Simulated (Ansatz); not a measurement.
What does this script print? It uses the Python package of Ansatz (0.2.0).

`bde_h6npsi.py`:
```python
"""Cost of removing each kind of hydrogen from H6NPSi, fragments frozen."""

import ansatz as az


def single_point(molecule, charge=0, unpaired=0):
    calc = (
        molecule.calculation()
        .basis(gaussian="STO-3G")
        .functional("B3LYP")
        .accuracy("high")
    )
    if charge:
        calc = calc.charge(charge)
    if unpaired:
        calc = calc.spin("collinear", total=unpaired)
    return calc.run(threads=1, pin="off").report["free_energy_ev"]

def without(molecule, index):
    rest = az.Crystal.molecule()
    for i, site in enumerate(molecule.cartesian_sites):
        if i != index:
            rest = rest.atom(site.symbol, site.position_ang)
    return rest

geometry = (
    az.Crystal.molecule()
    .atom("Si", (-0.3764, 0.5145, -0.8146))
    .atom("N", (0.9356, -0.2183, -0.1822))
    .atom("P", (0.628, -1.1283, 1.2098))
    .atom("H", (-1.4014, -0.4304, -1.1346))
    .atom("H", (0.0034, 1.2634, -2.0697))
    .atom("H", (-0.9105, 1.5607, 0.1673))
    .atom("H", (1.7019, 0.4752, -0.0367))
    .atom("H", (-0.4101, -1.8942, 0.8011))
    .atom("H", (-0.082, -0.189, 2.0425))
)

whole = single_point(geometry, 0)
hydrogen = single_point(az.Crystal.molecule().atom("H", (0, 0, 0)), 0, 1)
print(f"E(molecule) = {whole:.5f} eV, E(H) = {hydrogen:.5f} eV")
for index in [5, 6, 8]:
    radical = single_point(without(geometry, index), 0, 1)
    print(f"H{index}: homolysis {23.060548 * (radical + hydrogen - whole):.1f} kcal/mol")
```

Running `python bde_h6npsi.py` prints:
```text
E(molecule) = -18537.01396 eV, E(H) = -12.72221 eV
H5: homolysis 122.2 kcal/mol
H6: homolysis 130.1 kcal/mol
H8: homolysis 98.2 kcal/mol
```

The settings weren't tested for convergence. The geometry is a force-field or estimated start, not a minimum of this method, and the basis set is short of its limit. All parts are taken at fixed geometry, without zero-point energy. b3lyp holds the VWN-RPA fit, as in Gaussian; the form of ORCA and Turbomole is b3lyp5. Hardware and time: 5.6 s on 1 thread of AMD EPYC 9B45 (Zen 5), with other jobs on the host, peak memory 0.25 GiB.

(Lines on the test bed's own set-up are left out of the output.)
